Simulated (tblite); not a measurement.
# CH12Ge2OSi3: the cost of one run

Programs: tblite 0.8.0 and PySCF 2.14.0, with density-fitted response routines of our own. Each step states its level of theory. These are calculated values for one molecule in the gas phase, unless marked as measured. Atoms count from 0, in the outputs and in this text.

## Step 1: The molecule as given

19 atoms, charge 0, multiplicity 1; geometry from: force field or distance geometry start.

Bonds of the start (Å): Si0–Ge1 2.34, Ge1–C2 1.93, C2–Ge3 1.96, Ge3–Si4 2.32, Si4–O5 1.72, O5–Si6 1.73, Si6–Ge1 2.32, Si0–H7 1.47, Si0–H8 1.46, Si0–H9 1.46, Ge1–H10 1.55, C2–H11 1.11, C2–H12 1.11, Ge3–H13 1.54, Ge3–H14 1.55, Si4–H15 1.46, Si4–H16 1.47, Si6–H17 1.48, Si6–H18 1.48.

## Step 2: Optimising the geometry with GFN2-xTB

Job settings and geometry (Å):

```
{"job": {"kind": "relax", "xc": "GFN2-xTB", "basis": "xTB"}, "charge": 0, "multiplicity": 1}
Si     3.174500    -0.113200     0.049000
Ge     0.958100    -0.041800    -0.686200
C      0.143800     1.607500    -0.116800
Ge    -1.774700     1.447400    -0.489900
Si    -2.611600    -0.598200     0.218400
O     -1.759000    -1.918000    -0.489600
Si    -0.147800    -1.904400     0.140700
H      3.313600     0.459800     1.397200
H      3.713200    -1.473200    -0.002900
H      3.931300     0.716600    -0.884900
H      0.864500    -0.134200    -2.229900
H      0.506400     2.397400    -0.810900
H      0.343500     1.894000     0.931900
H     -2.581700     2.566500     0.190700
H     -1.930700     1.494700    -2.026600
H     -4.010200    -0.749800    -0.189100
H     -2.566400    -0.645200     1.690700
H     -0.169600    -1.895500     1.624200
H      0.592900    -3.101400    -0.308200
```

Launch:

```sh
OMP_NUM_THREADS=1 python probes_run.py task.json out
```

This one command runs all jobs of the session in turn.

**Question.** How long does this first job take on 1 thread of Intel Xeon at 2.50GHz, shared host, and how much memory does it need?

About 3.8 s, with a peak of 0.18 GiB.
